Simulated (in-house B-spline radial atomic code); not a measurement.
**Tb⁸⁺: ionisation energy by several methods**

Wanted: one ionisation energy, Tb⁸⁺ to configuration [Kr] 4d10 4f6 5s2 5p2, up the ladder of functionals.

Program: in-house B-spline radial atomic code version 1. Level of theory: scalar-relativistic (X2C), several functionals, spin-polarised, exact exchange averaged over the configuration; spherical all-electron atom at the radial basis limit. These are calculated values, not measurements, unless marked.

### 1 What is computed

- element: terbium (Z = 65)
- charge: +8
- electrons: 57
- configuration: [Kr] 4d10 4f7 5s2 5p2
- nucleus: Fermi, rms radius 5.060 fm

The outer shells:

[Kr] 4d10 4f7 5s2 5p2
```
[Kr] core
4d [↑↓][↑↓][↑↓][↑↓][↑↓]
4f [↑ ][↑ ][↑ ][↑ ][↑ ][↑ ][↑ ]
5s [↑↓]
5p [↑ ][↑ ][  ]
```

Where spins are not typed, each open shell is filled with up spins first.

### 2 ωB97X, a range-separated hybrid

Settings of the run:

```ini
Z = 65
electrons = 57.0
configuration = [Kr] 4d10 4f7 5s2 5p2
hamiltonian = x2c
method = wb97x
spin_polarised = True
nucleus = fermi
rms_radius = 5.06
mass_number = 159
atomic_mass = 158.925353707
speed_of_light = 137.035999084
exact_exchange = averaged over the configuration
```

The run is started by

```console
$ python run_scf.py task.json out
```

The settings of every run stand in task.json; they run in order.

### 3 TPSSh, a global hybrid

Changes to the settings of step 2:

```diff
@@ -4,3 +4,3 @@
 hamiltonian = x2c
-method = wb97x
+method = tpssh
 spin_polarised = True
```

### 4 LC-ωPBE, a range-separated hybrid

Changes to the settings of step 3:

```diff
@@ -4,3 +4,3 @@
 hamiltonian = x2c
-method = tpssh
+method = lc_wpbe
 spin_polarised = True
```

### 5 BHandHLYP, a global hybrid

Changes to the settings of step 4:

```diff
@@ -4,3 +4,3 @@
 hamiltonian = x2c
-method = lc_wpbe
+method = bhandhlyp
 spin_polarised = True
```

### 6 M06-2X, a global hybrid

Changes to the settings of step 5:

```diff
@@ -4,3 +4,3 @@
 hamiltonian = x2c
-method = bhandhlyp
+method = m062x
 spin_polarised = True
```

### 7 CAM-B3LYP, a range-separated hybrid

Changes to the settings of step 6:

```diff
@@ -4,3 +4,3 @@
 hamiltonian = x2c
-method = m062x
+method = camb3lyp
 spin_polarised = True
```

Q: The tabulated ionisation energy is 143 ± 7 eV (tabulated theoretical; NIST Atomic Spectra Database). What does each method give, and which comes nearest?

As calculated:

| method | rung | total energy (hartree) | ΔSCF (eV) | −ε highest (eV) | ΔSCF less tabulated (eV) |
| --- | --- | --- | --- | --- | --- |
| TPSSh | global hybrid | -11690.9406 | 140.41 | 129.07 (4f up) | -2.59 |
| BHandHLYP | global hybrid | -11691.2982 | 140.02 | 135.20 (4f up) | -2.98 |
| M06-2X | global hybrid | -11692.5103 | 140.36 | 136.18 (4f up) | -2.64 |
| ωB97X | range-separated hybrid | -11691.9248 | 140.16 | 133.48 (4f up) | -2.84 |
| LC-ωPBE | range-separated hybrid | -11690.9669 | 140.41 | 133.18 (4f up) | -2.59 |
| CAM-B3LYP | range-separated hybrid | -11691.9913 | 140.28 | 132.62 (4f up) | -2.72 |

What this shows: Tables give 143 ± 7 eV (tabulated theoretical; NIST Atomic Spectra Database) for the ionisation energy. LC-ωPBE misses by -2.59 eV, the least, and BHandHLYP by -2.98 eV (2.1 %), the most. The table's own uncertainty is as large as these misses, so the order means little. All methods miss on the same side by much the same amount, which points to something that they share. Relativistic terms that these runs lack can be as large as the gaps between close methods, so the nearest may be so by luck. Spin-orbit coupling is left out. Open shells are averaged (over orientations, and over spins where the run is restricted), while tables refer to the lowest levels.
